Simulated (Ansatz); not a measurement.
**WSe2: an axial (c/a) deformation path**

This session takes WSe2 and sets out to look for other minima along an axial (c/a) path.

Program: Ansatz 0.2.0. Level of theory: DFT r2SCAN, scalar-relativistic, plane waves, PAW. These are calculated values, not measurements.

1 further run of the same task is left out (set aside as unsound or not needed). Runs told in other sessions of the task aren't counted.

## Step 1: Starting point

The structure is trigonal, space group P-3m1 (No. 164). The conventional cell has a = 3.315 Å, b = 3.315 Å, c = 24.082 Å, α = 90.00°, β = 90.00°, γ = 120.00°. Around W (site symmetry 3m) lie 6 Se at 2.53 Å. Se (site symmetry 3m) has 3 W at 2.53 Å in its first shell of neighbours.

Structure file:

```cif
data_structure
_symmetry_space_group_name_H-M 'P-3m1'
_symmetry_Int_Tables_number 164
_cell_length_a 3.3147
_cell_length_b 3.3147
_cell_length_c 24.0818
_cell_angle_alpha 90.000
_cell_angle_beta 90.000
_cell_angle_gamma 120.000
_cell_volume 229.15
loop_
_atom_site_label
_atom_site_type_symbol
_atom_site_symmetry_multiplicity
_atom_site_Wyckoff_symbol
_atom_site_fract_x
_atom_site_fract_y
_atom_site_fract_z
_atom_site_occupancy
W1 W 2 d 0.66667 0.33333 0.14239 1
Se1 Se 2 d 0.33333 0.66667 0.21135 1
Se2 Se 2 d 0.66667 0.33333 0.92662 1
```

It goes back to an entry of the Materials Project, which need not be the stable form.

It is the result of an earlier relaxation at this level (volume 38.19 Å³/atom; gap on the mesh: 1.60 eV).

## Step 2: The undisturbed cell

The input, input.yaml:

```yaml
crystal:
  lattice:
    - [3.3147188945, 0.0, 0.0]
    - [-1.6573594472, 2.870630769, 0.0]
    - [0.0, 0.0, 24.0817853218]
  atoms:
    - { symbol: W, position: [0.6666666667, 0.3333333333, 0.1423922113] }
    - { symbol: W, position: [0.3333333333, 0.6666666667, 0.8576077887] }
    - { symbol: Se, position: [0.3333333333, 0.6666666667, 0.2113531704] }
    - { symbol: Se, position: [0.6666666667, 0.3333333333, 0.9266195386] }
    - { symbol: Se, position: [0.3333333333, 0.6666666667, 0.0733804614] }
    - { symbol: Se, position: [0.6666666667, 0.3333333333, 0.7886468296] }
basis:
  ecutwfc: 500
kpoints:
  mp_grid: { grid: [12, 12, 2] }
hamiltonian:
  xc: r2scan
scf:
  occupations: { method: gaussian, width: 0.05 }
output:
  forces: true
  stress: true
  eigenvalues: true
```

The run is started by

```sh
> ansatz run input.yaml --threads 1 --pin off --max-ram 2560MiB --backend cpu --events-out ev --progress --plain --runs-dir out
```

## Step 3: Setting up an axial (c/a) deformation path

At fixed volume and fractional coordinates, lengths along (0.000, 0.000, 1.000) are scaled against those across it; ρ is that ratio over its starting value.

## Step 4: Point ρ = 0.850

Changes to input.yaml since step 2:

```diff
@@ -2,5 +2,5 @@
   lattice:
-    - [3.3147188945, 0.0, 0.0]
-    - [-1.6573594472, 2.870630769, 0.0]
-    - [0.0, 0.0, 24.0817853218]
+    - [3.4992399875, 0.0, 0.0]
+    - [-1.7496199937, 3.0304307232, 0.0]
+    - [0.0, 0.0, 21.6089980852]
   atoms:
```

## Step 5: At ρ = 1.200

Changes to input.yaml since step 4:

```diff
@@ -2,5 +2,5 @@
   lattice:
-    - [3.4992399875, 0.0, 0.0]
-    - [-1.7496199937, 3.0304307232, 0.0]
-    - [0.0, 0.0, 21.6089980852]
+    - [3.1192699053, 0.0, 0.0]
+    - [-1.5596349526, 2.7013669793, 0.0]
+    - [0.0, 0.0, 27.1941931531]
   atoms:
```

## Step 6: ρ = 0.920

Changes to input.yaml since step 5:

```diff
@@ -2,5 +2,5 @@
   lattice:
-    - [3.1192699053, 0.0, 0.0]
-    - [-1.5596349526, 2.7013669793, 0.0]
-    - [0.0, 0.0, 27.1941931531]
+    - [3.4081400126, 0.0, 0.0]
+    - [-1.7040700063, 2.9515358306, 0.0]
+    - [0.0, 0.0, 22.779659707]
   atoms:
```

## Step 7: Point ρ = 1.100

Changes to input.yaml since step 6:

```diff
@@ -2,5 +2,5 @@
   lattice:
-    - [3.4081400126, 0.0, 0.0]
-    - [-1.7040700063, 2.9515358306, 0.0]
-    - [0.0, 0.0, 22.779659707]
+    - [3.2110653347, 0.0, 0.0]
+    - [-1.6055326673, 2.7808641531, 0.0]
+    - [0.0, 0.0, 25.6616043042]
   atoms:
```

## Step 8: At ρ = 0.960

Changes to input.yaml since step 7:

```diff
@@ -2,5 +2,5 @@
   lattice:
-    - [3.2110653347, 0.0, 0.0]
-    - [-1.6055326673, 2.7808641531, 0.0]
-    - [0.0, 0.0, 25.6616043042]
+    - [3.3601316458, 0.0, 0.0]
+    - [-1.6800658229, 2.9099593653, 0.0]
+    - [0.0, 0.0, 23.4352452386]
   atoms:
```

(Steps that only read results are left out.)

**Question.** What will these runs give? Wanted: highest point.

The runs gave:

| quantity | value |
| --- | --- |
| highest point | 232.3 meV/atom at ρ = 1.200 |

In words: No sampled point lies below the undisturbed cell. No further minimum shows among the sampled points. The gap on the mesh, 1.60 eV at the start, reads zero at ρ = 0.850. These runs have no spin-orbit coupling; with W it would split and shift bands. The cell holds empty space of several Å, a single layer or slab in vacuum, so volume, pressure and the long edge depend on that space.
